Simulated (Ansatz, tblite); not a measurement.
## A script for In₂BiP (GFN2-xTB)

These are simulated results from tblite 0.8.0, not measurements. The cell was built from a prototype and was relaxed with r2SCAN in plane waves (Ansatz 0.2.0). It may be hypothetical. All runs are without spin polarisation.

Space group P-4m2 (No. 115), tetragonal; a = 4.469 Å, c = 12.669 Å in the conventional setting, 31.63 Å³ an atom. P is surrounded by 4 In at 2.62–2.63 Å; In is surrounded by 4 P at 2.62 Å; In is surrounded by 2 P at 2.63 Å and 2 Bi at 2.87 Å; Bi is surrounded by 4 In at 2.86–2.87 Å; In is surrounded by 4 Bi at 2.86 Å.

tblite solves periodic systems at the zone centre alone, so the script builds a cluster of 2×2×1 conventional cells (32 atoms), which folds in a coarse mesh of k points.

Input script:

```python
import json
from ase import Atoms
from ase.build import make_supercell
from ase.units import Bohr, GPa, Hartree
from tblite.interface import Calculator

atoms = Atoms(['P', 'In', 'P', 'In', 'Bi', 'In', 'Bi', 'In'],
              cell=[[4.46880409, 0.0, 0.0], [0.0, 4.46880409, 0.0], [0.0, 0.0, 12.66912455]],
              scaled_positions=[[0.5, 0.0, 0.107735205], [0.5, 0.5, 0.0], [0.0, 0.5, 0.892264795], [0.0, 0.0, 0.783458698], [0.5, 0.0, 0.641418467], [0.5, 0.5, 0.5], [0.0, 0.5, 0.358581533], [0.0, 0.0, 0.216541302]],
              pbc=True)
cluster = make_supercell(atoms, [[2, 0, 0], [0, 2, 0], [0, 0, 1]])
calc = Calculator('GFN2-xTB', cluster.numbers, cluster.positions / Bohr, lattice=cluster.cell[:] / Bohr, periodic=cluster.pbc)
calc.set('temperature', 0.02 / Hartree)
calc.set('max-iter', 150)
res = calc.singlepoint()
levels = res.get('orbital-energies') * Hartree
nv = round(res.get('orbital-occupations').sum() / 2)
cells = len(cluster) // len(atoms)
out = {'energy_per_cell': res.get('energy') * Hartree / cells, 'homo': levels[nv - 1], 'lumo': levels[nv],
       'stress': (-res.get('virial') * Hartree / cluster.get_volume() / GPa).tolist(), 'charges': res.get('charges')[:len(atoms)].tolist(), 'electrons': 2 * nv / cells}
json.dump(out, open('results.json', 'w'))
for key, value in out.items():
    print(key, value)
```

Command: `python run.py`. It took 2.1 s on 1 thread of Arm Neoverse V2, on a shared host, peak memory 0.099 GiB.

Output:

```
------------------------------------------------------------
  cycle        total energy    energy error   density error
------------------------------------------------------------
      1     -57.66373576889  -5.7833622E+01   2.5974478E-01
      2     -53.62428604204   4.0394497E+00   7.0725661E-01
      3     -56.70022811266  -3.0759421E+00   5.1404953E-01
      4     -56.71156974265  -1.1341630E-02   5.1380934E-01
      5     -57.70749920511  -9.9592946E-01   5.6964002E-01
      6     -57.90971092070  -2.0221172E-01   3.7759325E-01
      7     -59.45214127255  -1.5424304E+00   1.4615117E-01
      8     -59.43078412089   2.1357152E-02   1.3742561E-01
      9     -59.39852475868   3.2259362E-02   1.5273392E-01
     10     -59.45442679291  -5.5902034E-02   1.4710093E-01
     11     -59.50289803904  -4.8471246E-02   1.0683672E-01
     12     -59.50818614195  -5.2881029E-03   9.8238086E-02
     13     -59.50954730290  -1.3611609E-03   8.3483957E-02
     14     -59.51225468888  -2.7073860E-03   3.8849081E-02
     15     -59.51067920508   1.5754838E-03   2.8096427E-02
     16     -59.51250552921  -1.8263241E-03   2.0313612E-02
     17     -59.51388696951  -1.3814403E-03   1.2427215E-02
     18     -59.51452210279  -6.3513329E-04   8.6205878E-03
     19     -59.51490198081  -3.7987802E-04   5.9161977E-03
     20     -59.51502017797  -1.1819716E-04   4.6198968E-03
     21     -59.51505829436  -3.8116388E-05   3.8622971E-03
     22     -59.51511297923  -5.4684875E-05   2.5475003E-03
     23     -59.51510987583   3.1034043E-06   2.1338106E-03
     24     -59.51510500511   4.8707196E-06   2.2634156E-03
     25     -59.51511522594  -1.0220827E-05   2.3142906E-03
     26     -59.51511524761  -2.1667510E-08   2.3143719E-03
     27     -59.51512837454  -1.3126937E-05   1.0369271E-03
     28     -59.51512808410   2.9044129E-07   7.2526694E-04
     29     -59.51512821235  -1.2824659E-07   4.4572466E-04
     30     -59.51512800302   2.0932689E-07   3.7052796E-04
     31     -59.51512872104  -7.1801805E-07   1.7947353E-04
     32     -59.51512893596  -2.1492218E-07   6.4661851E-05
     33     -59.51512893861  -2.6464306E-09   5.4712522E-05
     34     -59.51512894269  -4.0836881E-09   3.2450909E-05
     35     -59.51512894344  -7.5249318E-10   3.0752845E-05
     36     -59.51512894367  -2.2223645E-10   3.0243674E-05
     37     -59.51512894402  -3.5242920E-10   3.2012026E-05
     38     -59.51512894404  -1.8488322E-11   3.2129350E-05
     39     -59.51512894400   3.8468784E-11   3.1880789E-05
     40     -59.51512894356   4.3687010E-10   3.1683268E-05
     41     -59.51512894340   1.6242296E-10   2.6137996E-05
     42     -59.51512894553  -2.1267468E-09   1.6010203E-05
------------------------------------------------------------

 total:                                   1.527 sec
energy_per_cell -404.8722870066737
homo -8.243855777695517
lumo -8.243844823501636
stress [[6.003528090588627, -1.0161744478263471e-07, -9.82740034607699e-07], [-1.0161744472964151e-07, 6.003696715799172, -8.556143479216089e-07], [-9.827400347493113e-07, -8.556143478509067e-07, 3.0163297785200793]]
charges [-0.5310512782348492, 0.341334447413709, -0.5311116815692025, 0.22684329668373782, 0.16034814893437943, -0.05358643232069131, 0.16033244738082297, 0.22681481090980327]
electrons 32.0
```

The cycle table is in hartree for the whole cluster, and the lines after it are in eV (the energy for one cell). The printed stress is in GPa and positive in compression, and the pressure is its mean diagonal.

GFN2-xTB gives no gap at the points read. On the same cell, plane-wave PBE (Ansatz, 6×6×2 k points and the special points) gives no gap (an overlap of 0.04 eV at the points read) and r2SCAN no gap (an overlap of 0.04 eV at the points read); on shared hosts these took about 29 and 65 core-seconds on the 8-atom cell, against 2.1 for the script. Spin-orbit coupling, left out in all these runs, can cut or reorder the gap by tenths of an eV, up to about 1 eV with Pb or Bi.

The same script was run on cells scaled at fixed shape and fractional coordinates:

```json
{"volume (Å³/atom)": "27.83", "energy (meV/atom)": "244.3", "pressure (GPa, positive in compression)": "16.66", "gap (eV)": "0.00"}
{"volume (Å³/atom)": "29.73", "energy (meV/atom)": "87.7", "pressure (GPa, positive in compression)": "10.00", "gap (eV)": "0.00"}
{"volume (Å³/atom)": "31.63", "energy (meV/atom)": "0.0", "pressure (GPa, positive in compression)": "5.01", "gap (eV)": "0.00"}
{"volume (Å³/atom)": "33.52", "energy (meV/atom)": "-37.6", "pressure (GPa, positive in compression)": "1.54", "gap (eV)": "0.00"}
{"volume (Å³/atom)": "35.42", "energy (meV/atom)": "-41.2", "pressure (GPa, positive in compression)": "-0.79", "gap (eV)": "0.00"}
```

A Birch-Murnaghan fit puts the minimum at 34.67 Å³/atom, 9.6 % above the given cell, with a bulk modulus of 43.3 GPa at fixed shape.

xTB was fitted mostly to molecules, and a small cluster samples few k points, so gaps, pressures and kinks along a curve can be far from a solid's.

Spin-orbit coupling is left out; in compounds of Pb, Bi, Tl or Hg it can lower a gap by up to about 1 eV, split its edges or invert the bands.
